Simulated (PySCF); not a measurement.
# The bond of YH, level by level

One job finds the state of YH, follows it along the bond with each method and fits the curves.

Method: Y def2-TZVPP with ECP28, H def2-TZVPP, scalar-relativistic core potentials; program: PySCF 2.14.0.

### Step 1. Input

Settings of the job:

- atoms: Y, H
- charge: 0
- basis: Y def2-TZVPP with ECP28, H def2-TZVPP
- Hamiltonian: scalar-relativistic core potentials
- basis functions: 70
- electrons treated: 12
- masses in u: 88.9058, 1.0078
- levels: PBE0, PBE, r²SCAN, PBEsol, TPSS, M06-2X, BP86, LC-ωPBE, HF, MP2, SCS-MP2, CCSD, CCSD(T)
- grid: 80 radial by 434 angular points
- occupations: held fixed by the projection of orbital angular momentum
- dissociation limit: Y + H, each in its ground configuration
- starting distance in angstrom: 1.785
- values of 2S to try: 0, 2, 4

Run with:

```
$ OMP_NUM_THREADS=1 python dia.py task.json out
```

The runs that follow: The PBE0 curve of the state that the search chose; Other states along the same grid; PBE (GGA); r²SCAN; PBEsol; TPSS; M06-2X (hybrid meta-GGA); BP86 (GGA); LC-ωPBE (range-separated hybrid); RHF (mean field); Correlated methods on the Hartree–Fock reference.

Q: Predict the outcome of this session. Wanted: for each run, Re; ωe; De; μ.

The runs gave:

Lowest PBE0 solution found, without spin–orbit coupling: ¹Σ⁺ (singlet), closed shell. State 2 has its PBE0 minimum 0.39 eV higher. State 3 has its PBE0 minimum 0.63 eV higher. State 4 has its PBE0 minimum 0.84 eV higher, as a spin-mixed determinant (⟨S²⟩ = 1.00), so this is no gap between pure states. The other levels ran on the lowest alone.

```csv
level,Re (Å),ωe (cm⁻¹),De (eV),μ (D)
RHF,1.955,1517,2.12,-1.45
RHF-MP2,1.918,1554,2.91,n/a
RHF-SCS-MP2,1.924,1544,3.06,n/a
RHF-CCSD,1.933,1519,3.01,n/a
RHF-CCSD(T),1.933,1513,3.03,n/a
PBE,1.916,1516,2.80,-1.67
PBEsol,1.914,1520,2.90,-1.65
BP86,1.918,1514,2.93,-1.74
TPSS,1.922,1541,2.99,-1.72
r²SCAN,1.913,1549,2.68,-1.70
PBE0,1.911,1547,2.77,-1.67
M06-2X,1.906,1566,2.70,-1.60
LC-ωPBE,1.922,1551,2.85,-1.66
```

De is counted to Y + H in their ground configurations. A positive dipole means Y(−)H(+).

Differences from CCSD(T) in the same basis:

```csv
level,Re (mÅ),ωe (%)
RHF,+22,+0.2
RHF-MP2,-16,+2.7
RHF-SCS-MP2,-9,+2.1
RHF-CCSD,0,+0.3
PBE,-18,+0.2
PBEsol,-19,+0.4
BP86,-15,0.0
TPSS,-12,+1.8
r²SCAN,-20,+2.3
PBE0,-22,+2.2
M06-2X,-28,+3.5
LC-ωPBE,-11,+2.5
```

Judged by CCSD(T) in the same basis: best bond length RHF-CCSD (0 mÅ), worst M06-2X (-28 mÅ); best wavenumber BP86 (0.0 %), worst M06-2X (+3.5 %). Of the levels with a De here, RHF gives the least (2.12 eV) and RHF-SCS-MP2 the most (3.06 eV).

Spin–orbit coupling is left out.
